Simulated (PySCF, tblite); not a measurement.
# C₅H₁₅NOSi₂: geometry, infrared bands and NMR shifts

Aim: predict the infrared bands and NMR shifts of C₅H₁₅NOSi₂ (`C=CN([SiH3])[SiH2]OC(C)C`).

The runs use tblite 0.8.0 and PySCF 2.14.0, with density-fitted response routines of our own; the level of theory stands in each step. All values are computed, except where a source is named. Atoms count from 0, in the outputs and in this text.

**1. Starting geometry**

24 atoms, charge 0, multiplicity 1; geometry from: force field or distance geometry start.

Bonds of the start (Å): C0–C1 1.31, C1–N2 1.42, N2–Si3 1.81, N2–Si4 1.79, Si4–O5 1.69, O5–C6 1.39, C6–C7 1.51, C6–C8 1.51, C0–H9 1.09, C0–H10 1.10, C1–H11 1.09, Si3–H12 1.48, Si3–H13 1.48, Si3–H14 1.46, Si4–H15 1.47, Si4–H16 1.48, C6–H17 1.12, C7–H18 1.10, C7–H19 1.11, C7–H20 1.13, C8–H21 1.12, C8–H22 1.12, C8–H23 1.12.

**2. Relaxing the molecule with GFN2-xTB**

The job: settings as JSON, then the geometry in Å.

```
{"job": {"kind": "relax", "xc": "GFN2-xTB", "basis": "xTB"}, "charge": 0, "multiplicity": 1}
C     -3.722100    -1.331800     0.259600
C     -2.642900    -0.914000     0.874900
N     -1.814300     0.060300     0.256500
Si    -2.170500     1.835400     0.382500
Si    -0.426000    -0.553200    -0.686000
O      0.988700    -0.718500     0.225600
C      2.043300    -0.093300    -0.423300
C      2.669300     1.052900     0.342700
C      3.146800    -1.049400    -0.823900
H     -3.931400    -0.875800    -0.703400
H     -4.396300    -2.082000     0.694800
H     -2.426400    -1.356300     1.844900
H     -3.013800     2.121000    -0.796400
H     -3.022700     2.125300     1.552000
H     -0.955300     2.650200     0.379900
H     -0.747400    -1.878700    -1.245600
H     -0.164900     0.431800    -1.757600
H      1.651900     0.339500    -1.379400
H      3.676200     1.234800    -0.068100
H      2.789400     0.824500     1.424700
H      2.096300     2.023500     0.211400
H      3.760900    -0.520300    -1.596300
H      3.825900    -1.326500     0.017600
H      2.773700    -1.979700    -1.312600
```

On the command line:

```console
$ OMP_NUM_THREADS=1 python probes_run.py task.json out
```

This one command runs all jobs of the session in turn.

**Question.** This job is followed by: GFN2-xTB harmonic vibrations, gas phase; GIAO PBE0/pcSseg-1 NMR shielding, non-relativistic, gas phase. What will the session give for the following? strongest single infrared mode (GFN2-xTB); zero-point energy (GFN2-xTB); 13C shifts against TMS (PBE0/pcSseg-1, means over atoms taken as alike); 1H shifts against TMS (PBE0/pcSseg-1, means over atoms taken as alike); 15N shifts against NH3 (PBE0/pcSseg-1); 29Si shifts against TMS (PBE0/pcSseg-1); 17O shifts against H2O (PBE0/pcSseg-1); surface potential, 1st and 99th percentile.

As calculated:

```
                                                               quantity                                         value
                              strongest single infrared mode (GFN2-xTB)                          783 cm⁻¹, 493 km/mol
                                           zero-point energy (GFN2-xTB)                                116.7 kcal/mol
13C shifts against TMS (PBE0/pcSseg-1, means over atoms taken as alike)                   142.6, 94.0, 69.4, 27.4 ppm
 1H shifts against TMS (PBE0/pcSseg-1, means over atoms taken as alike)  6.28, 5.17, 4.68, 4.43, 4.42, 4.42, 1.33 ppm
                                 15N shifts against NH3 (PBE0/pcSseg-1)                                      64.0 ppm
                                29Si shifts against TMS (PBE0/pcSseg-1)                              -35.2, -65.7 ppm
                                 17O shifts against H2O (PBE0/pcSseg-1)                                      63.6 ppm
                                  surface potential, 1st and 99th percentile                            -0.93 V and 0.99 V
```

In words: Relaxing lowered the energy by 1.275 eV in 209 steps; the close pair that moved most is Si4–O5, from 1.691 to 1.606 Å. All 66 modes are real, so the xTB geometry is a minimum. The strongest single mode, at 783 cm⁻¹, is carried by H13, H12, H14. GFN2-xTB is a fitted tight-binding method: band positions and strengths are rough. Its intensities can rank the bands wrongly. The most deshielded carbon is C1 (alkene carbon bearing nitrogen), at 142.6 ppm: an sp2 carbon further deshielded by the attached heteroatom. H11 (hydrogen on an alkene carbon bearing nitrogen) lies farthest downfield among hydrogen, at 6.28 ppm; attached to an sp2 carbon and in the plane of the double bond. At PBE0/pcSseg-1: The largest span, 218 ppm, is at C1, where the paramagnetic term is -205 ppm.
